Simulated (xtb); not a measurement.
**GFN2-xTB (ALPB toluene, surface grid tight) run of C2H5NSSi (SMILES N[SiH]1C=C1S)**

Aim: a geometry optimisation of C2H5NSSi. 

The calculation is run with xtb 6.7.1 later snapshot.

3 further runs of the same task are left out: 3 set aside as unsound or not needed.

## 1. Starting point

C2H5NSSi: 10 atoms, total charge 0, spin state singlet. As SMILES, `N[SiH]1C=C1S`. Geometry: optimised at GFN2-xTB. This is one conformer, not always the lowest. The run starts from this shape.

Bond lengths: N1–Si2 1.719 Å, Si2–C3 1.861 Å, Si2–C4 1.872 Å, C3–C4 1.347 Å, C4–S5 1.746 Å, N1–H6 1.007 Å, N1–H7 1.008 Å, Si2–H8 1.448 Å, C3–H9 1.075 Å, S5–H10 1.335 Å. Some angles: N1–Si2–C3 126.2°, N1–Si2–C4 118.6°, C3–Si2–C4 42.3°, Si2–C3–C4 69.3°, Si2–C4–C3 68.4°, Si2–C4–S5 156.7°, C3–C4–S5 134.9°, N1–Si2–H8 107.3°, C3–Si2–H8 124.4°, C4–Si2–H8 123.4°.

## 2. A geometry optimisation at GFN2-xTB (ALPB toluene, surface grid tight)

xcontrol reads:

```
$gbsa
   gbsagrid=tight
$end
```

mol.coord reads:

```
$coord
      0.508090663128      0.846087077779      3.535564195607  n
      0.968106693646     -1.007979914875      0.907843327531  si
     -1.520587023441     -2.104852546653     -1.322090191311  c
     -0.433389789422      0.035205597702     -2.167856015648  c
     -0.849620865632      1.972496128884     -4.807047521301  s
      0.942482007396      0.163083364555      5.257860585591  h
     -1.036061245087      1.955696463636      3.633867748610  h
      3.453153239312     -2.133784253621      1.128695619716  h
     -2.990000263428     -3.349104918891     -1.972401642578  h
      0.957826583528      3.623153001484     -4.194398311697  h
$end
```

Launch:

```
$ xtb mol.coord --chrg 0 --opt --alpb toluene -I xcontrol > run.log 2> xtb.err
```

**Question.** What will come out? Wanted: total energy at the end; dipole moment; HOMO energy; LUMO energy; HOMO–LUMO gap; dispersion energy; solvent term in the energy; mean polarisability.

**Answer.** As computed:

At GFN2-xTB (ALPB toluene, surface grid tight):

| quantity | value |
| --- | --- |
| total energy at the end | -14.63909 Eh |
| dipole moment | 4.33 D |
| HOMO energy | -9.41 eV |
| LUMO energy | -5.79 eV |
| HOMO–LUMO gap | 3.62 eV |
| dispersion energy | -17.30 kJ/mol |
| solvent term in the energy | -20.8 kJ/mol |
| mean polarisability (D4 model) | 77.9 bohr³ |

What this shows: At the final geometry: Bond lengths: N1–Si2 1.716 Å, Si2–C3 1.865 Å, Si2–C4 1.875 Å, C3–C4 1.345 Å, C4–S5 1.754 Å, N1–H6 1.008 Å, N1–H7 1.008 Å, Si2–H8 1.448 Å, C3–H9 1.077 Å, S5–H10 1.335 Å. Some angles: N1–Si2–C3 126.4°, N1–Si2–C4 118.6°, C3–Si2–C4 42.2°, Si2–C3–C4 69.3°, Si2–C4–C3 68.5°, Si2–C4–S5 156.8°, C3–C4–S5 134.6°, N1–Si2–H8 108.2°, C3–Si2–H8 123.5°, C4–Si2–H8 122.6°. The optimisation took 4 steps and changed the energy by -0.001 eV. Mulliken charges run from -0.38 on N1 to +0.44 on Si2.
